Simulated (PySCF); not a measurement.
**A gas-phase reaction: Cl3HSi + Cl2 → Cl4Si + ClH**

What reaction energy should one expect for `Cl[SiH](Cl)Cl` + `ClCl` → `Cl[Si](Cl)(Cl)Cl` + `Cl`?

Computed with PySCF 2.14.0; each step states its level. No surroundings beyond the atoms listed, unless a continuum is named. Atoms count from 0, parts from 1.

### Step 1. Starting point

Each species was relaxed by itself at PBE0-D3(BJ)/def2-SVPD.

### Step 2. Reaction energy: wB97M-D3(BJ)/def2-TZVPD

The job: settings as JSON, then the geometry in Å.

```
{"job": {"kind": "react", "xc": "wB97M-D3(BJ)", "basis": "def2-TZVPD"}, "charge": 0, "multiplicity": 1}
-1 Cl3HSi charge 0 multiplicity 1
Cl    -0.828420     1.729700    -0.588350
Si     0.012170    -0.009890     0.100070
Cl    -1.133010    -1.599960    -0.505370
Cl     1.897210    -0.201530    -0.684750
H      0.084200     0.019180     1.572330

-1 Cl2 charge 0 multiplicity 1
Cl     1.014640     0.008780    -0.005210
Cl    -1.014710    -0.006460     0.007220

+1 Cl4Si charge 0 multiplicity 1
Cl    -1.602260     0.447890     1.183370
Si    -0.019810    -0.013700    -0.017850
Cl     0.119820     1.362080    -1.517240
Cl     1.696970     0.003770     1.083150
Cl    -0.293020    -1.868700    -0.820550

+1 ClH charge 0 multiplicity 1
Cl     0.644670     0.006870    -0.005050
H     -0.643440    -0.005710     0.005200
```

Level: wB97M-D3(BJ)/def2-TZVPD reaction energy of separated species, gas phase.

Launch:

```console
$ OMP_NUM_THREADS=1 python cluster_run.py task.json out
```

The driver reads the jobs from task.json and runs them one after another.

The log of the run:

```text
species 1 (Cl3HSi)
coarse grid: 27832 points
cycle   1  E = -1671.0233427724  dE =  3.783e-01  |g| = 4.794e-01  |ddm| = 1.774e+00
cycle   2  E = -1671.0409997202  dE = -1.766e-02  |g| = 4.653e-01  |ddm| = 7.640e-01
cycle   3  E = -1671.0927191817  dE = -5.172e-02  |g| = 2.168e-02  |ddm| = 3.566e-01
cycle   4  E = -1671.0928760017  dE = -1.568e-04  |g| = 5.848e-03  |ddm| = 3.436e-02
cycle   5  E = -1671.0928969664  dE = -2.096e-05  |g| = 2.354e-03  |ddm| = 1.451e-02
cycle   6  E = -1671.0928988710  dE = -1.905e-06  |g| = 4.656e-04  |ddm| = 2.669e-03
final grid: 52536 points
cycle   7  E = -1671.0928243868  dE = -2.059e-07  |g| = 2.043e-04  |ddm| = 1.689e-03
cycle   8  E = -1671.0928244122  dE = -2.542e-08  |g| = 1.036e-04  |ddm| = 3.681e-04
cycle   9  E = -1671.0928244166  dE = -4.422e-09  |g| = 3.620e-05  |ddm| = 1.167e-04
cycle  10  E = -1671.0928244179  dE = -1.332e-09  |g| = 8.710e-06  |ddm| = 1.046e-04
cycle  11  E = -1671.0928244180  dE = -2.001e-11  |g| = 3.068e-06  |ddm| = 1.051e-05
converged SCF energy = -1671.0928244180

species 2 (Cl2)
coarse grid: 12632 points
cycle   1  E = -920.4762353539  dE =  6.388e-02  |g| = 2.472e-01  |ddm| = 1.180e+00
cycle   2  E = -920.4854153399  dE = -9.180e-03  |g| = 1.551e-01  |ddm| = 2.411e-01
cycle   3  E = -920.4902180331  dE = -4.803e-03  |g| = 1.247e-02  |ddm| = 9.692e-02
cycle   4  E = -920.4902874502  dE = -6.942e-05  |g| = 2.486e-03  |ddm| = 1.204e-02
cycle   5  E = -920.4902918060  dE = -4.356e-06  |g| = 2.986e-04  |ddm| = 3.875e-03
final grid: 23496 points
cycle   6  E = -920.4902477678  dE = -4.827e-08  |g| = 9.191e-05  |ddm| = 4.977e-04
cycle   7  E = -920.4902477714  dE = -3.538e-09  |g| = 4.803e-05  |ddm| = 1.125e-04
cycle   8  E = -920.4902477720  dE = -6.205e-10  |g| = 1.456e-05  |ddm| = 4.222e-05
converged SCF energy = -920.4902477720

species 3 (Cl4Si)
coarse grid: 31680 points
cycle   1  E = -2130.7215739008  dE =  6.687e-01  |g| = 5.664e-01  |ddm| = 1.964e+00
cycle   2  E = -2130.7260870741  dE = -4.513e-03  |g| = 6.099e-01  |ddm| = 9.436e-01
cycle   3  E = -2130.8137475742  dE = -8.766e-02  |g| = 2.373e-02  |ddm| = 4.620e-01
cycle   4  E = -2130.8139167953  dE = -1.692e-04  |g| = 6.340e-03  |ddm| = 3.643e-02
cycle   5  E = -2130.8139367319  dE = -1.994e-05  |g| = 2.466e-03  |ddm| = 1.309e-02
cycle   6  E = -2130.8139385123  dE = -1.780e-06  |g| = 3.462e-04  |ddm| = 2.586e-03
final grid: 58912 points
cycle   7  E = -2130.8138351968  dE = -2.212e-07  |g| = 1.549e-04  |ddm| = 2.420e-03
cycle   8  E = -2130.8138352107  dE = -1.388e-08  |g| = 5.779e-05  |ddm| = 3.598e-04
cycle   9  E = -2130.8138352124  dE = -1.771e-09  |g| = 2.656e-05  |ddm| = 1.042e-04
cycle  10  E = -2130.8138352128  dE = -3.693e-10  |g| = 6.401e-06  |ddm| = 4.726e-05
converged SCF energy = -2130.8138352128

species 4 (ClH)
coarse grid: 8792 points
cycle   1  E = -460.8503334811  dE = -8.165e-02  |g| = 2.169e-01  |ddm| = 7.239e-01
cycle   2  E = -460.8625129008  dE = -1.218e-02  |g| = 1.397e-01  |ddm| = 2.651e-01
cycle   3  E = -460.8670522226  dE = -4.539e-03  |g| = 1.358e-02  |ddm| = 9.818e-02
cycle   4  E = -460.8670933055  dE = -4.108e-05  |g| = 3.364e-03  |ddm| = 9.545e-03
cycle   5  E = -460.8670995539  dE = -6.248e-06  |g| = 8.515e-04  |ddm| = 3.915e-03
final grid: 17120 points
cycle   6  E = -460.8670682764  dE = -3.715e-07  |g| = 3.676e-04  |ddm| = 8.891e-04
cycle   7  E = -460.8670683226  dE = -4.627e-08  |g| = 1.618e-04  |ddm| = 3.981e-04
cycle   8  E = -460.8670683292  dE = -6.575e-09  |g| = 4.221e-05  |ddm| = 1.295e-04
cycle   9  E = -460.8670683305  dE = -1.313e-09  |g| = 3.973e-06  |ddm| = 6.531e-05
cycle  10  E = -460.8670683305  dE = -3.638e-12  |g| = 8.165e-07  |ddm| = 3.312e-06
converged SCF energy = -460.8670683305

Reaction energy = -62.175 kcal/mol
```

It took 26 s on 1 thread of Arm Neoverse V1, shared host; peak memory 0.77 GiB.

Species by species (with the dispersion term, which the log's SCF energies lack):

| ν | species | energy (Eh) | HOMO (eV) |
| --- | --- | --- | --- |
| -1 | Cl[SiH](Cl)Cl | -1671.09969 | -11.73 |
| -1 | ClCl | -920.49147 | -11.18 |
| +1 | Cl[Si](Cl)(Cl)Cl | -2130.82263 | -11.91 |
| +1 | Cl | -460.86761 | -11.93 |

### Step 3. Reaction energy: PBE0-D3(BJ)/def2-TZVPD

Settings changed since step 2:

```diff
@@ -1,2 +1,2 @@
-{"job": {"kind": "react", "xc": "wB97M-D3(BJ)", "basis": "def2-TZVPD"}, "charge": 0, "multiplicity": 1}
+{"job": {"kind": "react", "xc": "PBE0", "basis": "def2-TZVPD", "disp": "d3bj"}, "charge": 0, "multiplicity": 1}
 -1 Cl3HSi charge 0 multiplicity 1
```

Level: PBE0-D3(BJ)/def2-TZVPD reaction energy of separated species, gas phase.

The log of the run:

```text
species 1 (Cl3HSi)
coarse grid: 7120 points
cycle   1  E = -1670.2903982402  dE =  3.446e-01  |g| = 3.789e-01  |ddm| = 1.839e+00
cycle   2  E = -1670.2629103359  dE =  2.749e-02  |g| = 5.080e-01  |ddm| = 7.324e-01
cycle   3  E = -1670.3268966990  dE = -6.399e-02  |g| = 5.270e-02  |ddm| = 4.173e-01
cycle   4  E = -1670.3274613963  dE = -5.647e-04  |g| = 1.625e-02  |ddm| = 4.216e-02
cycle   5  E = -1670.3275212806  dE = -5.988e-05  |g| = 2.216e-03  |ddm| = 1.343e-02
cycle   6  E = -1670.3275222254  dE = -9.448e-07  |g| = 8.218e-04  |ddm| = 2.225e-03
final grid: 52536 points
cycle   7  E = -1670.3294549517  dE = -1.812e-05  |g| = 4.235e-03  |ddm| = 2.243e-02
cycle   8  E = -1670.3294550105  dE = -5.887e-08  |g| = 3.448e-03  |ddm| = 5.462e-03
cycle   9  E = -1670.3294570168  dE = -2.006e-06  |g| = 6.833e-04  |ddm| = 3.061e-03
cycle  10  E = -1670.3294571460  dE = -1.292e-07  |g| = 1.085e-04  |ddm| = 5.448e-04
cycle  11  E = -1670.3294571489  dE = -2.904e-09  |g| = 2.317e-05  |ddm| = 8.956e-05
cycle  12  E = -1670.3294571491  dE = -1.328e-10  |g| = 6.814e-06  |ddm| = 1.613e-05
converged SCF energy = -1670.3294571491

species 2 (Cl2)
coarse grid: 3248 points
cycle   1  E = -920.0848705481  dE =  1.015e-01  |g| = 1.608e-01  |ddm| = 1.191e+00
cycle   2  E = -920.0872210118  dE = -2.350e-03  |g| = 8.739e-02  |ddm| = 1.235e-01
cycle   3  E = -920.0886038860  dE = -1.383e-03  |g| = 3.229e-02  |ddm| = 7.027e-02
cycle   4  E = -920.0888550148  dE = -2.511e-04  |g| = 5.428e-04  |ddm| = 2.039e-02
cycle   5  E = -920.0888551241  dE = -1.093e-07  |g| = 2.230e-04  |ddm| = 9.350e-04
final grid: 23496 points
cycle   6  E = -920.0901488692  dE = -8.697e-06  |g| = 2.709e-03  |ddm| = 7.421e-03
cycle   7  E = -920.0901493025  dE = -4.334e-07  |g| = 1.503e-03  |ddm| = 3.012e-03
cycle   8  E = -920.0901495416  dE = -2.390e-07  |g| = 1.102e-04  |ddm| = 1.207e-03
cycle   9  E = -920.0901495441  dE = -2.579e-09  |g| = 4.179e-05  |ddm| = 9.866e-05
cycle  10  E = -920.0901495445  dE = -4.004e-10  |g| = 3.006e-06  |ddm| = 2.417e-05
converged SCF energy = -920.0901495445

species 3 (Cl4Si)
coarse grid: 8120 points
cycle   1  E = -2129.7998572479  dE =  5.978e-01  |g| = 4.390e-01  |ddm| = 2.045e+00
cycle   2  E = -2129.7506295193  dE =  4.923e-02  |g| = 6.347e-01  |ddm| = 8.864e-01
cycle   3  E = -2129.8468172483  dE = -9.619e-02  |g| = 7.071e-02  |ddm| = 5.220e-01
cycle   4  E = -2129.8478894402  dE = -1.072e-03  |g| = 1.837e-02  |ddm| = 5.717e-02
cycle   5  E = -2129.8479615425  dE = -7.210e-05  |g| = 1.673e-03  |ddm| = 1.465e-02
cycle   6  E = -2129.8479620490  dE = -5.065e-07  |g| = 3.624e-04  |ddm| = 2.023e-03
final grid: 58912 points
cycle   7  E = -2129.8509143539  dE = -2.265e-05  |g| = 4.586e-03  |ddm| = 2.590e-02
cycle   8  E = -2129.8509148223  dE = -4.685e-07  |g| = 3.400e-03  |ddm| = 5.859e-03
cycle   9  E = -2129.8509163869  dE = -1.565e-06  |g| = 8.802e-04  |ddm| = 3.228e-03
cycle  10  E = -2129.8509165911  dE = -2.042e-07  |g| = 9.541e-05  |ddm| = 6.782e-04
cycle  11  E = -2129.8509165932  dE = -2.107e-09  |g| = 1.655e-05  |ddm| = 7.825e-05
cycle  12  E = -2129.8509165933  dE = -3.729e-11  |g| = 5.002e-06  |ddm| = 1.313e-05
converged SCF energy = -2129.8509165933

species 4 (ClH)
coarse grid: 2248 points
cycle   1  E = -460.6537842381  dE = -4.644e-02  |g| = 1.882e-01  |ddm| = 7.411e-01
cycle   2  E = -460.6558530532  dE = -2.069e-03  |g| = 1.902e-01  |ddm| = 3.151e-01
cycle   3  E = -460.6653815464  dE = -9.528e-03  |g| = 1.506e-02  |ddm| = 1.513e-01
cycle   4  E = -460.6654036033  dE = -2.206e-05  |g| = 2.693e-03  |ddm| = 7.323e-03
cycle   5  E = -460.6654051512  dE = -1.548e-06  |g| = 1.111e-03  |ddm| = 2.553e-03
final grid: 17120 points
cycle   6  E = -460.6658903847  dE = -4.429e-06  |g| = 2.164e-03  |ddm| = 7.337e-03
cycle   7  E = -460.6658904142  dE = -2.951e-08  |g| = 1.795e-03  |ddm| = 2.512e-03
cycle   8  E = -460.6658910319  dE = -6.177e-07  |g| = 1.533e-04  |ddm| = 1.363e-03
cycle   9  E = -460.6658910388  dE = -6.898e-09  |g| = 2.147e-05  |ddm| = 1.086e-04
cycle  10  E = -460.6658910389  dE = -1.023e-10  |g| = 4.933e-06  |ddm| = 1.681e-05
converged SCF energy = -460.6658910389

Reaction energy = -61.966 kcal/mol
```

It took 14 s on 1 thread of Arm Neoverse V1, shared host; peak memory 0.66 GiB.

Reaction energy at this level: -61.97 kcal/mol.

### Step 4. Comparing the runs

Energies in kcal/mol, with wall time:

| run | reaction | time |
| --- | --- | --- |
| wB97M-D3(BJ)/def2-TZVPD | -62.17 | 26 s |
| PBE0-D3(BJ)/def2-TZVPD | -61.97 | 14 s |

### Step 5. What came out

```
                                                quantity                      value
               reaction energy (wB97M-D3(BJ)/def2-TZVPD)            -62.17 kcal/mol
                     ΔH, ΔG at 298 K (xTB thermal terms)      -62.7, -61.6 kcal/mol
range of the reaction energy over the runs of this table  -62.17 to -61.97 kcal/mol
```

In words: The reaction is exothermic by 62.7 kcal/mol in the gas phase; dispersion gives -0.78, and xTB itself gave -26.63 for the electronic energy (xTB energies and thermal terms come from the earlier relaxation of each species, not shown). No barrier was sought. xTB and this level differ widely in the electronic energy, so what comes from xTB (the thermal terms above all) is less safe here. The reaction energy runs from -62.17 (wB97M-D3(BJ)/def2-TZVPD) to -61.97 kcal/mol (PBE0-D3(BJ)/def2-TZVPD).
